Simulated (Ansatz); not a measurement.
# CdS (Greenockite): further runs on the relaxed cell

One table from this session's results is given with a row withheld; the runs are named, their logs left out.

Method: DFT PBE, scalar-relativistic, plane waves, PAW, in Ansatz 0.2.0.

### Starting point

Symmetry: P6_3mc, No. 186, hexagonal system. Conventional cell: a = 4.197 Å, b = 4.197 Å, c = 6.829 Å, α = 90.00°, β = 90.00°, γ = 120.00°. Cd (site symmetry 3m) has 4 S at 2.57 Å as nearest neighbours. S (site symmetry 3m) is surrounded by 4 Cd at 2.57 Å.

As a file:

```cif
data_structure
_symmetry_space_group_name_H-M 'P 1'
_symmetry_Int_Tables_number 1
_cell_length_a 4.1966
_cell_length_b 4.1966
_cell_length_c 6.8288
_cell_angle_alpha 90.000
_cell_angle_beta 90.000
_cell_angle_gamma 120.000
_cell_volume 104.15
loop_
_atom_site_label
_atom_site_type_symbol
_atom_site_fract_x
_atom_site_fract_y
_atom_site_fract_z
_atom_site_occupancy
Cd1 Cd 0.33333 0.66667 0.99921 1
Cd2 Cd 0.66667 0.33333 0.49921 1
S1 S 0.33333 0.66667 0.37579 1
S2 S 0.66667 0.33333 0.87579 1
```

It is the result of an earlier relaxation at this level (volume 26.04 Å³/atom; gap on the mesh: 1.11 eV).

Set-up of the first run:

input.yaml

```yaml
crystal:
  lattice:
    - [4.1541686323, 0.0, 0.0]
    - [-2.0770843162, 3.5976155672, 0.0]
    - [0.0, 0.0, 6.759858432]
  atoms:
    - { symbol: Cd, position: [0.3333333333, 0.6666666667, -0.0007922] }
    - { symbol: Cd, position: [0.6666666667, 0.3333333333, 0.4992078] }
    - { symbol: S, position: [0.3333333333, 0.6666666667, 0.3757922] }
    - { symbol: S, position: [0.6666666667, 0.3333333333, 0.8757922] }
basis:
  ecutwfc: 420
kpoints:
  mp_grid: { grid: [9, 9, 4] }
hamiltonian:
  xc: pbe
scf:
  occupations: { method: gaussian, width: 0.02 }
output:
  forces: true
  stress: true
  eigenvalues: true
relax:
  adjacent_minimum: "off"
  f_tol: 0.01
  max_steps: 30
  cell: { stress_tol: 0.1, fix: [volume] }
```

On the command line:

```console
ansatz run input.yaml --threads 2 --pin off --max-ram 5120MiB --backend cpu --events-out ev --progress --plain --runs-dir out
```

Steps of the session up to this table: Point at V/V0 = 0.97; Volume × 1.03; Point at V/V0 = 0.94; Volume × 1.06; Volume × 0.91; Point at V/V0 = 1.10; Volume × 0.88.

One of the session's tables, all rows but one given; the rest of the session is left out.

It belongs to the step «Fit of the equation of state». 

| volume (Å³/atom) | energy above the lowest point (meV/atom) | pressure (GPa) | gap on the mesh (eV) |
| --- | --- | --- | --- |
| 22.913 | 78.8 | 9.11 | 1.40 |
| 23.694 | 41.7 | 6.22 | 1.33 |
| 24.476 | ? | ? | ? |
| 25.257 | 4.1 | 1.73 | 1.18 |
| 26.038 | 0.0 | 0.00 | 1.11 |
| 26.819 | 3.7 | -1.47 | 1.04 |
| 27.600 | 14.0 | -2.72 | 0.97 |
| 28.642 | 36.3 | -4.08 | 0.88 |

Q: Estimate the row for volume (Å³/atom) = 24.476 from the others.

Worked estimate for «energy above the lowest point (meV/atom)». A straight line through the neighbours (23.694, 41.7) and (25.257, 4.1) gives 41.7 + (4.1 − 41.7) × (24.476 − 23.694) / (25.257 − 23.694) = 22.9; a parabola fitted to 4 rows on both sides gives 17.4.

The run gave: energy above the lowest point (meV/atom): 17.4; pressure (GPa): 3.79; gap on the mesh (eV): 1.26. In «energy above the lowest point (meV/atom)» the line misses by +5.5 and the parabola by 0.0.
